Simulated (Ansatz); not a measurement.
# TaN: the cost of one run

Program: the Python package of Ansatz 0.2.0. Level of theory: DFT LDA, plane waves, PAW. These are calculated values, not measurements.

## Step 1: The structure

The structure is hexagonal, space group P-6m2 (No. 187). The conventional cell has a = 2.938 Å, b = 2.938 Å, c = 2.883 Å, α = 90.00°, β = 90.00°, γ = 120.00°. Around Ta (site symmetry -6m2) lie 6 N at 2.23 Å. Around N (site symmetry -6m2) lie 6 Ta at 2.23 Å.

No structure file is read: the coordinates are typed or built in the script.

## Step 2: The code

File dfpt_tan.py:

```python
from dataclasses import dataclass
from pathlib import Path

import ansatz as az
import numpy as np
from pymatgen.core import Lattice, Structure
from pymatgen.io.ase import AseAtomsAdaptor


@dataclass(frozen=True)
class Options:
    xc: str = 'lda'
    kmesh: tuple[int, ...] = (12, 12, 10)


settings = Options()


def main() -> None:
    pmg_structure = Structure(
        Lattice([(2.938, 0.0, 0.0), (-1.469, 2.544383, 0.0), (0.0, 0.0, 2.883)]),
        ['Ta', 'N'],
        [
            (1 / 3, 2 / 3, 0.5),
            (0.0, 0.0, 0.0),
        ],
    )
    xtal = az.Crystal.from_ase(AseAtomsAdaptor.get_atoms(pmg_structure))

    calc = (
        xtal.calculation()
        .functional(settings.xc)
        .basis(34 * az.Ry)
        .occupations(az.OccupationsMethod.METHFESSEL_PAXTON)
        .kpoints(*settings.kmesh)
        .phonons('dfpt', points=[(0, 0, 0), (0.5, 0, 0.5), (0, 0, 0.5)])
    )
    outcome = calc.run(threads=1, runs_dir='runs')
    ph = outcome.phonons

    for q in ph.qpoints:
        print('q =', np.round(q.q_frac, 3), '1/cm:', ' '.join(f'{w:.1f}' for w in q.omega_inv_cm))


if __name__ == '__main__':
    main()
```

## Step 3: What the engine is handed

The engine receives this input:

```yaml
crystal:
  lattice:
    - [2.938, 0.0, 0.0]
    - [-1.469, 2.544383, 0.0]
    - [0.0, 0.0, 2.883]
  atoms:
    - { symbol: Ta, position: [0.33333333333333337, 0.6666666666666666, 0.5] }
    - { symbol: "N", position: [0.0, 0.0, 0.0] }
basis:
  ecutwfc: 462.593566181796
kpoints:
  mp_grid:
    grid: [12, 12, 10]
hamiltonian:
  xc: lda
scf:
  occupations:
    method: methfessel_paxton
phonons:
  method: dfpt
  qpoints:
    - [0.0, 0.0, 0.0]
    - [0.5, 0.0, 0.5]
    - [0.0, 0.0, 0.5]
```

## Step 4: Running it

Launch:

```console
> python dfpt_tan.py
```

What time and memory should one allow on 1 thread of Arm Neoverse V2, shared host?

About 69 s, with a peak of 0.77 GiB.
